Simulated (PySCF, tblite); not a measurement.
# Al₉H₃₃O₃₀: electronic excitations

What do calculations give for the electronic excitations of Al₉H₃₃O₃₀?

Computed with tblite 0.8.0 and PySCF 2.14.0 and routines of our own; the level stands in each step. Atoms count from 0.

## 1. The starting structure

72 atoms, charge 0, multiplicity 1; geometry from: force field, distance geometry or constructed start.

## 2. Relaxing the molecule with GFN2-xTB

The job: settings as JSON, then the geometry in Å.

```
{"job": {"kind": "relax", "xc": "GFN2-xTB", "basis": "xTB"}, "charge": 0, "multiplicity": 1}
Al     0.411100    -1.047900    -0.006400
Al    -2.497000    -1.043500    -0.011700
Al    -1.038600    -3.559900    -0.003800
Al     0.405500     3.981200    -0.011000
Al    -2.494800     3.975600    -0.001400
Al    -1.047100     1.464800    -0.007400
Al     3.306300    -1.044400    -0.008100
Al     1.859600    -3.554900    -0.003300
Al     1.858900     1.463200    -0.005200
O     -1.046600    -0.209800    -0.953200
O      0.404100    -2.721600    -0.956900
O      0.403700     0.626200     0.945200
O     -1.047200    -1.882600     0.950200
O      1.858400    -0.209600    -0.957500
O      1.854000    -1.878200     0.945400
O     -3.945700    -0.208400    -0.948500
O     -2.493400    -2.718500    -0.953900
O     -2.494900     0.624800     0.944200
O     -3.944400    -1.881500     0.947700
O     -1.041000    -5.231000    -0.952100
O      0.403900    -4.391000     0.946700
O     -2.494700    -4.393300     0.945000
O     -1.040400     4.818600    -0.948200
O      0.402000     2.298200    -0.956300
O      0.406700     5.653700     0.946100
O     -1.049900     3.138800     0.947700
O      1.856900     4.816300    -0.955500
O      1.855600     3.140300     0.946400
O     -3.943200     4.814400    -0.956800
O     -2.492700     2.302900    -0.951400
O     -2.490200     5.651700     0.944100
O     -3.945700     3.141000     0.945400
O      4.755200    -0.208900    -0.956700
O      3.308300    -2.721700    -0.951100
O      3.307400     0.630000     0.941900
O      4.756700    -1.881100     0.942300
O      1.855400    -5.231800    -0.958900
O      3.307100    -4.392300     0.942600
O      3.307300     2.298600    -0.954900
H     -4.618700     0.355200    -0.509800
H     -4.071500    -0.311500    -1.917500
H      3.982100     2.857600    -0.507300
H      3.438700     2.203300    -1.924900
H     -1.041200    -5.286000    -1.935200
H     -1.047500    -6.097700    -0.496500
H      5.424300    -2.442400     0.497900
H      4.886200    -1.783000     1.911000
H      1.855900    -5.282900    -1.931100
H      1.857800    -6.099000    -0.498700
H     -3.360500    -4.578000     0.532300
H     -2.423800    -4.678600     1.885700
H      3.982800    -4.954200     0.501000
H      3.433400    -4.295000     1.911700
H     -4.617300    -2.445600     0.498300
H     -4.070700    -1.784000     1.913100
H     -4.812900     2.958700     0.530900
H     -3.866300     2.857400     1.880700
H      2.528900     5.382300    -0.511700
H      1.983900     4.713100    -1.917300
H      0.405300     5.706700     1.922700
H      0.402400     6.519500     0.490700
H     -3.204100     5.907900     1.563200
H     -3.871200     5.091200    -1.891500
H      5.154800    -0.593900    -1.760200
H     -3.049200     1.981800    -1.688100
H      3.862400    -3.042600    -1.688800
H     -1.041400     5.465000    -1.691300
H      2.419800     3.461900     1.686300
H      3.863300     0.946800     1.675400
H     -3.057600     0.948700     1.686300
H      0.405200    -5.046700     1.683700
H     -3.056700    -3.048100    -1.687500
```

On the command line:

```
> OMP_NUM_THREADS=8 python large_run.py task.json out
```

One launch serves the whole session: the jobs run in the order shown.

The log of the run:

```text
step      E/eV     max force
  0   -4083.21033    7.094
  1   -4087.47836    4.593
  2   -4089.98151    3.076
  3   -4090.55939    1.227
  4   -4091.32847    0.912
  5   -4091.73719    1.132
  6   -4092.11697    1.404
  7   -4092.65667    1.349
  8   -4093.18769    1.089
  9   -4093.71092    1.624
 10   -4094.14584    1.511
 11   -4094.44005    1.183
 12   -4094.51104    2.104
 13   -4094.84893    0.851
 14   -4095.02118    0.537
 15   -4095.34066    0.977
 16   -4095.52294    0.918
 17   -4095.70964    0.680
 18   -4095.87633    0.683
 19   -4096.05829    0.911
 20   -4096.21921    1.295
 21   -4096.37025    1.353
 22   -4096.61640    0.894
 23   -4096.83048    0.931
 24   -4096.94539    0.793
 25   -4097.12127    0.607
 26   -4097.25711    0.497
 27   -4097.36237    0.612
 28   -4097.47538    0.685
 29   -4097.57301    0.599
 30   -4097.67878    0.473
 31   -4097.77680    0.611
 32   -4097.88384    0.599
 33   -4097.97087    0.517
 34   -4098.05739    0.528
 35   -4098.12630    0.600
 36   -4098.19484    0.456
 37   -4098.25199    0.411
 38   -4098.32282    0.522
 39   -4098.37476    0.518
 40   -4098.43531    0.445
 41   -4098.48364    0.351
 42   -4098.53583    0.431
 43   -4098.59155    0.461
 44   -4098.64059    0.427
 45   -4098.68077    0.471
 46   -4098.71796    0.313
 47   -4098.76654    0.420
 48   -4098.80018    0.404
 49   -4098.84919    0.372
 50   -4098.88347    0.302
 51   -4098.91666    0.346
 52   -4098.94790    0.336
 53   -4098.97291    0.293
 54   -4098.99971    0.291
 55   -4099.02578    0.315
 56   -4099.05222    0.215
 57   -4099.06881    0.202
 58   -4099.08763    0.207
 59   -4099.10665    0.244
 60   -4099.12899    0.274
 61   -4099.14870    0.255
 62   -4099.16689    0.212
 63   -4099.18460    0.224
 64   -4099.20486    0.249
 65   -4099.22783    0.298
 66   -4099.24677    0.334
 67   -4099.22331    1.545
 68   -4099.28042    0.283
 69   -4099.29622    0.219
 70   -4099.33039    0.513
 71   -4099.34988    0.577
 72   -4099.36889    0.202
 73   -4099.38230    0.353
 74   -4099.39933    0.262
 75   -4099.41499    0.354
 76   -4099.43531    0.206
 77   -4099.45404    0.320
 78   -4099.47127    0.195
 79   -4099.48679    0.354
 80   -4099.50486    0.244
 81   -4099.51740    0.242
 82   -4099.53203    0.213
 83   -4099.54268    0.303
 84   -4099.55115    0.380
 85   -4099.55978    0.172
 86   -4099.56847    0.194
 87   -4099.57723    0.180
 88   -4099.58431    0.153
 89   -4099.59046    0.125
 90   -4099.59527    0.115
 91   -4099.59984    0.115
 92   -4099.60424    0.121
 93   -4099.60805    0.094
 94   -4099.61090    0.088
 95   -4099.61309    0.096
 96   -4099.61502    0.082
 97   -4099.61674    0.062
 98   -4099.61824    0.056
 99   -4099.61951    0.075
100   -4099.62061    0.060
101   -4099.62160    0.058
102   -4099.62260    0.054
103   -4099.62370    0.070
104   -4099.62491    0.073
105   -4099.62610    0.053
106   -4099.62716    0.056
107   -4099.62809    0.054
108   -4099.62897    0.063
109   -4099.62980    0.046
110   -4099.63056    0.042
111   -4099.63125    0.050
112   -4099.63195    0.049
113   -4099.63267    0.045
114   -4099.63333    0.042
115   -4099.63387    0.040
116   -4099.63440    0.037
117   -4099.63497    0.039
118   -4099.63555    0.041
119   -4099.63606    0.037
120   -4099.63652    0.040
121   -4099.63702    0.040
122   -4099.63763    0.039
123   -4099.63816    0.039
124   -4099.63858    0.029
125   -4099.63894    0.032
126   -4099.63932    0.029
127   -4099.63966    0.030
128   -4099.63991    0.026
129   -4099.64009    0.022
130   -4099.64028    0.023
131   -4099.64051    0.028
132   -4099.64074    0.029
133   -4099.64093    0.027
134   -4099.64109    0.022
135   -4099.64123    0.020
136   -4099.64139    0.020
```

It took 12 s on 8 threads of Arm Neoverse V2, shared host; peak memory 0.13 GiB.

Along the way:

| step | energy from step 0 (eV) | largest force (eV/Å) |
| --- | --- | --- |
| 0 | 0.0000 | 7.0940 |
| 1 | -4.2680 | 4.5926 |
| 2 | -6.7712 | 3.0761 |
| 3 | -7.3491 | 1.2269 |
| 4 | -8.1181 | 0.9118 |
| 5 | -8.5269 | 1.1319 |
| 6 | -8.9066 | 1.4035 |
| 7 | -9.4463 | 1.3491 |
| 8 | -9.9774 | 1.0883 |
| 19 | -12.8480 | 0.9110 |
| 30 | -14.4685 | 0.4729 |
| 41 | -15.2733 | 0.3514 |
| 53 | -15.7626 | 0.2933 |
| 64 | -15.9945 | 0.2491 |
| 75 | -16.2047 | 0.3534 |
| 86 | -16.3581 | 0.1947 |
| 98 | -16.4079 | 0.0562 |
| 109 | -16.4195 | 0.0455 |
| 120 | -16.4262 | 0.0403 |
| 132 | -16.4304 | 0.0289 |
| 133 | -16.4306 | 0.0267 |
| 134 | -16.4308 | 0.0212 |
| 135 | -16.4309 | 0.0206 |
| 136 | -16.4311 | 0.0203 |

Close pairs (by a distance rule), those that changed most:

| bond | before (Å) | after (Å) | change (Å) |
| --- | --- | --- | --- |
| Al7–H47 | 2.589 | 1.904 | -0.685 |
| Al2–H43 | 2.590 | 1.940 | -0.650 |
| Al6–H45 | 2.588 | 1.938 | -0.650 |
| Al6–O35 | 1.925 | 2.375 | +0.450 |
| Al0–O10 | 1.925 | 2.361 | +0.436 |
| Al1–O18 | 1.928 | 2.270 | +0.342 |
| Al7–O36 | 1.930 | 2.272 | +0.342 |
| Al3–Al5 | 2.906 | 2.577 | -0.329 |

The end geometry stands in the next job.

## 3. Electronic excitations: TDA CAM-B3LYP/6-31G*

The job: settings as JSON, then the geometry in Å.

```
{"job": {"kind": "uv", "basis": "6-31G*", "grid": 1, "kgrid": 0, "vcut": 1.5, "nstates": 6, "ntriplets": 2, "tda": true, "delta": ["ip_vertical"], "pop": true, "xc": "CAM-B3LYP"}, "charge": 0, "multiplicity": 1}
Al     0.394165    -0.901337    -0.003349
Al    -2.194008    -0.981715    -0.026041
Al    -0.915075    -3.299285    -0.054536
Al     0.253059     3.661191     0.039871
Al    -2.413878     3.880143     0.055094
Al    -0.942568     1.382807    -0.098238
Al     3.028458    -0.886417    -0.050998
Al     1.726492    -3.229733    -0.064252
Al     1.641232     1.365628     0.011538
O     -0.982253    -0.233176    -1.029641
O      0.387093    -2.945936    -1.184159
O      0.325655     0.599217     1.005204
O     -0.983832    -1.884357     0.957879
O      1.755950    -0.182405    -1.035838
O      1.763313    -1.820008     0.931113
O     -3.709588    -0.199051    -1.040373
O     -2.409075    -2.618772    -0.936996
O     -2.433785     0.407682     1.126021
O     -3.912317    -1.807577     1.205995
O     -1.356049    -4.976988    -1.265287
O      0.424699    -4.321544     0.831258
O     -2.237870    -4.220056     1.257551
O     -0.982483     4.512586    -1.041258
O      0.460522     2.224595    -1.062952
O      0.266066     5.229777     1.175715
O     -1.104728     2.905648     0.895626
O      1.724033     4.600987    -1.190380
O      1.722864     2.985692     0.935438
O     -3.787495     4.208228    -0.971590
O     -2.429187     2.006414    -1.039852
O     -2.283582     5.311660     1.105704
O     -3.803722     2.807233     1.291989
O      4.567969    -0.325277    -0.707809
O      3.164274    -2.615232    -0.985932
O      3.038819     0.566752     1.115280
O      4.588061    -1.863245     1.451086
O      2.044030    -5.117914    -1.286928
O      3.094516    -4.202211     1.114691
O      3.230219     2.018510    -1.163122
H     -3.232904     0.727580    -0.995785
H     -3.670601    -0.425502    -1.971327
H      3.773602     1.247705    -0.889744
H      2.713432     1.664052    -1.898071
H     -0.738102    -4.345515    -1.678458
H     -0.925047    -5.826118    -1.178086
H      4.776437    -1.299196     0.676158
H      4.458016    -1.237723     2.167765
H      1.438171    -4.393984    -1.543073
H      1.535392    -5.688197    -0.709929
H     -2.986341    -3.649341     1.048764
H     -1.826890    -3.794384     2.016568
H      3.742465    -4.642617     0.563586
H      3.492223    -3.347697     1.367281
H     -4.600983    -1.399925     0.677393
H     -3.555373    -1.084184     1.741507
H     -4.211863     2.938233     0.431032
H     -3.317925     1.961587     1.245987
H      2.551273     4.283233    -0.818872
H      1.383269     3.819482    -1.656379
H     -0.763667     5.235665     1.226497
H      0.521926     6.058311     0.773431
H     -2.747119     5.434580     1.923211
H     -4.068515     5.100125    -1.099447
H      5.065509    -0.455193    -1.503259
H     -2.333360     2.240165    -1.960681
H      3.410870    -2.677039    -1.903608
H     -1.028535     4.957994    -1.880746
H      1.962690     3.138395     1.842946
H      2.580849     0.467271     1.949392
H     -1.772043     0.482293     1.818713
H      0.489520    -4.639021     1.728173
H     -2.823098    -2.877531    -1.754186
```

Method: TDA CAM-B3LYP/6-31G*, vertical, gas phase, core orbitals frozen in the response, virtual orbitals cut by energy.

The log of the run:

```text
start: PBE on a coarse grid of 62294 points
cycle   1  E = -4454.3646652942  dE =  8.849e+00  |g| = 3.751e+00  |ddm| = 9.826e+00
cycle   2  E = -4441.5375029690  dE =  1.283e+01  |g| = 8.010e+00  |ddm| = 1.144e+02
cycle   3  E = -4455.9171756690  dE = -1.438e+01  |g| = 2.191e+00  |ddm| = 1.052e+02
cycle   4  E = -4456.9955764539  dE = -1.078e+00  |g| = 3.416e-01  |ddm| = 6.438e+00
cycle   5  E = -4457.0077768445  dE = -1.220e-02  |g| = 2.710e-01  |ddm| = 1.840e+00
cycle   6  E = -4457.0214980712  dE = -1.372e-02  |g| = 8.457e-02  |ddm| = 6.015e-01
cycle   7  E = -4457.0227013092  dE = -1.203e-03  |g| = 3.039e-02  |ddm| = 1.663e-01
cycle   8  E = -4457.0228726818  dE = -1.714e-04  |g| = 6.033e-03  |ddm| = 4.854e-02
final grid: 258937 points
cycle   9  E = -4459.4649994238  dE = -3.073e-02  |g| = 1.941e-01  |ddm| = 2.496e+00
cycle  10  E = -4459.4643935212  dE =  6.059e-04  |g| = 2.012e-01  |ddm| = 4.602e-01
cycle  11  E = -4459.4715227019  dE = -7.129e-03  |g| = 1.608e-02  |ddm| = 3.631e-01
cycle  12  E = -4459.4715586098  dE = -3.591e-05  |g| = 9.502e-03  |ddm| = 3.049e-02
cycle  13  E = -4459.4715744374  dE = -1.583e-05  |g| = 1.652e-03  |ddm| = 1.180e-02
cycle  14  E = -4459.4715773403  dE = -2.903e-06  |g| = 4.394e-04  |ddm| = 4.187e-03
cycle  15  E = -4459.4715782656  dE = -9.254e-07  |g| = 1.974e-04  |ddm| = 9.167e-04
cycle  16  E = -4459.4715789316  dE = -6.660e-07  |g| = 3.280e-05  |ddm| = 5.980e-04
converged SCF energy = -4459.4715789316
Vertical ionisation energy (delta-SCF) = 8.4043 eV   <S^2> = 0.756

Static polarisability (au): isotropic 235.075, principal 192.387 243.267 269.570

Singlet excitations
state   eV       nm        f      main configurations
  1   7.2352    171.4   0.01667   H->L 0.39, H-1->L 0.22
  2   7.4611    166.2   0.00989   H-3->L 0.23, H-4->L 0.22, H-6->L 0.10
  3   7.5178    164.9   0.03415   H-1->L+1 0.11, H-1->L+4 0.09, H-1->L+8 0.09
  4   7.6129    162.9   0.06773   H-2->L 0.15, H-7->L 0.11, H->L 0.09
  5   7.7200    160.6   0.07902   H-6->L 0.09
  6   7.7725    159.5   0.00053   H-5->L 0.13, H->L+1 0.11

Triplet excitations (Tamm-Dancoff, eV): 7.1424 7.1668
```

Wall time 3.9 min (8 threads of Arm Neoverse V2, shared host); peak memory 6.1 GiB.

Frontier orbitals and where they lie:

| orbital | eV | atoms |
| --- | --- | --- |
| HOMO−4 | -8.40 | O11 23 %, O9 16 %, O23 12 % |
| HOMO−3 | -8.30 | O11 20 %, O25 15 %, O13 15 % |
| HOMO−2 | -8.08 | O25 26 %, O28 26 %, O23 15 % |
| HOMO−1 | -8.05 | O28 35 %, O11 18 %, O30 16 % |
| HOMO | -7.95 | O11 25 %, O30 16 %, O28 13 % |
| LUMO | 1.16 | H44 14 %, Al2 10 %, H48 9 % |
| LUMO+1 | 1.82 | Al1 16 %, H40 9 %, H53 7 % |
| LUMO+2 | 2.14 | Al6 14 %, H63 6 %, H44 6 % |
| LUMO+3 | 2.59 | Al2 17 %, H50 12 %, O21 8 % |

With each of the 6 states as a Gaussian band of 0.4 eV half-width at 1/e, the curve within the window shown has maxima at 163 nm (ε 7,700) L/(mol cm). Beyond the last state computed it falls off for lack of states. The curve at chosen wavelengths:

| nm | ε (L/mol/cm) |
| --- | --- |
| 154 | 2466 |
| 155 | 3164 |
| 157 | 4712 |
| 158 | 5482 |
| 159 | 6192 |
| 161 | 7258 |
| 162 | 7553 |
| 163 | 7669 |
| 165 | 7378 |
| 166 | 7008 |
| 167 | 6526 |
| 169 | 5360 |
| 170 | 4738 |
| 171 | 4125 |
| 172 | 3541 |
| 174 | 2512 |
| 175 | 2079 |
| 176 | 1703 |
| 178 | 1109 |
| 179 | 883 |
| 180 | 697 |
| 182 | 423 |
| 183 | 325 |
| 184 | 248 |
| 186 | 141 |
| 187 | 105 |

Further results of this job:

| property | computed |
| --- | --- |
| dipole moment (D) | 9.69 |
| polarisability (Å³) | 34.83 |
| HOMO–LUMO gap (eV) | 9.12 |
| −ε(HOMO) (eV) | 7.95 |

## 4. Summary of results

| quantity | value |
| --- | --- |
| lowest singlet (CAM-B3LYP/6-31G*) | 7.24 eV (171 nm), f = 0.017 |
| brightest single state of those computed | state 5, 7.72 eV, f = 0.079 |
| lowest triplet | 7.14 eV |

In words: The lowest singlet, at 7.24 eV, is HOMO→LUMO 0.39, HOMO−1→LUMO 0.22 and is weak; of the 6 states computed, the strongest absorption comes from state 5 at 7.72 eV. The lowest triplet lies 0.09 eV below the lowest singlet. The basis of CAM-B3LYP/6-31G* has no diffuse functions, so Rydberg states are missing and the high states are unreliable.
